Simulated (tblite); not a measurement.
# C2H13FSi5: the cost of one run

Programs: tblite 0.8.0 and PySCF 2.14.0, with density-fitted response routines of our own. Each step states its level of theory. These are calculated values for one molecule in the gas phase, unless marked as measured. Atoms count from 0, in the outputs and in this text.

### 1 Starting geometry

21 atoms, charge 0, multiplicity 1; geometry from: force field or distance geometry start.

Bonds of the start (Å): C0–Si1 1.85, Si1–Si2 2.29, Si2–Si3 2.32, Si3–Si4 2.32, Si4–Si5 2.31, Si5–C6 1.83, C6–F7 1.35, Si5–Si1 2.31, C0–H8 1.09, C0–H9 1.11, C0–H10 1.09, Si1–H11 1.49, Si2–H12 1.50, Si2–H13 1.49, Si3–H14 1.49, Si3–H15 1.47, Si4–H16 1.49, Si4–H17 1.48, Si5–H18 1.50, C6–H19 1.09, C6–H20 1.09.

### 2 Optimising the geometry with GFN2-xTB

The job: settings as JSON, then the geometry in Å.

```
{"job": {"kind": "relax", "xc": "GFN2-xTB", "basis": "xTB"}, "charge": 0, "multiplicity": 1}
C     -0.632000    -2.015200     1.902100
Si    -0.291400    -0.253900     1.470800
Si    -2.006400     0.662600     0.253100
Si    -1.034900     1.999100    -1.378200
Si     1.229000     1.957300    -0.892100
Si     1.552200    -0.105500     0.087000
C      1.456600    -1.405200    -1.197600
F      0.243900    -1.334000    -1.793700
H     -0.816900    -2.622700     1.011200
H     -1.530200    -2.097900     2.545900
H      0.191400    -2.469700     2.443300
H     -0.045100     0.552500     2.703800
H     -2.897400     1.470900     1.155100
H     -2.821100    -0.416300    -0.375800
H     -1.565900     3.392300    -1.326500
H     -1.283800     1.424100    -2.710500
H      2.077000     2.124500    -2.110800
H      1.557800     3.020100     0.085000
H      2.834100    -0.168400     0.862200
H      2.221800    -1.290800    -1.964900
H      1.552500    -2.406900    -0.770000
```

On the command line:

```bash
OMP_NUM_THREADS=1 python probes_run.py task.json out
```

One launch serves the whole session: the jobs run in the order shown.

**Question.** How long does this first job take on 1 thread of Intel Xeon at 2.50GHz, shared host, and how much memory does it need?

About 6.3 s, with a peak of 0.18 GiB.
